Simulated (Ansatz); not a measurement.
**CH₅AlSSi: small, medium and large basis sets**

The task here is to estimate one member of a computed series from the others.

Program: Ansatz 0.2.0, Gaussian basis. Level of theory: one geometry, several basis sets. These are calculated values, not measurements.

Plan: PBE0-D4/def2-SVP; ωB97M-V/def2-SVP; PBE0-D4/def2-QZVPP; ωB97M-V/def2-QZVPP; the functionals' def2-TZVPP values are taken from earlier runs.

## Structure used throughout

The geometry comes from an earlier relaxation with PBE0-D4 in a triple-zeta def2 set; it is a stationary point, not always the lowest conformer.

9 atoms, charge 0, spin multiplicity 1.

Atoms are counted from 1 here; the program's logs count them from 0.

Bond lengths: Si1–Al2 2.445 Å, Si1–H5 1.492 Å, Si1–H6 1.493 Å, Si1–H7 1.492 Å, Al2–C3 1.960 Å, Al2–S4 2.407 Å, Al2–H8 1.585 Å, C3–S4 1.634 Å, C3–H9 1.089 Å. Angles: Al2–Si1–H5 112.2°, Al2–Si1–H6 112.1°, Al2–Si1–H7 111.1°, H5–Si1–H6 106.8°, H5–Si1–H7 107.3°, H6–Si1–H7 107.1°, Si1–Al2–C3 116.5°, Si1–Al2–S4 111.8°, Si1–Al2–H8 126.7°, C3–Al2–S4 42.4°, C3–Al2–H8 116.0°, S4–Al2–H8 112.6°, Al2–C3–S4 83.6°, Al2–C3–H9 156.0°, S4–C3–H9 120.4°, Al2–S4–C3 54.0°.

The first run:

in.yaml

```yaml
crystal:
  periodic: [false, false, false]
  atoms:
    - {symbol: Si, position_ang: [-0.657945, 1.069408, -1.145185]}
    - {symbol: Al, position_ang: [0.253189, -0.951021, -0.113414]}
    - {symbol: C, position_ang: [0.472182, -0.914272, 1.833590]}
    - {symbol: S, position_ang: [1.993283, -0.441360, 1.469275]}
    - {symbol: H, position_ang: [0.027918, 1.406423, -2.426280]}
    - {symbol: H, position_ang: [-2.111158, 0.932916, -1.457656]}
    - {symbol: H, position_ang: [-0.511785, 2.246742, -0.240448]}
    - {symbol: H, position_ang: [0.456975, -2.360461, -0.808396]}
    - {symbol: H, position_ang: [0.165842, -1.034676, 2.871512]}
basis:
  gaussian: {orbitals: def2-SVP}
hamiltonian: {xc: pbe0, dispersion: d4}
output: {orbitals: {seedname: orbitals}}
```

Run with:

```bash
$ ansatz run in.yaml --threads 2 --pin off --events-out ev --progress --plain --max-ram 4352MiB
```

Steps of the session up to this table: PBE0-D4 in def2-SVP; ωB97M-V in def2-SVP; PBE0-D4 in def2-QZVPP; ωB97M-V in def2-QZVPP.

One table of the session follows, with a row left open; its other results are not shown here.

```
functional       basis  HOMO (eV)  LUMO (eV)
   PBE0-D4    def2-SVP      -7.38      -3.12
   PBE0-D4  def2-TZVPP      -7.35      -3.14
   PBE0-D4  def2-QZVPP      -7.35      -3.16
   ωB97M-V    def2-SVP      -9.33      -0.80
   ωB97M-V  def2-TZVPP      -9.34      -0.93
   ωB97M-V  def2-QZVPP          ?          ?
```

Estimate the missing values for ωB97M-V, def2-QZVPP.

The run gave: HOMO (eV): -9.35; LUMO (eV): -0.97. In the column «HOMO (eV)» it is the lowest.
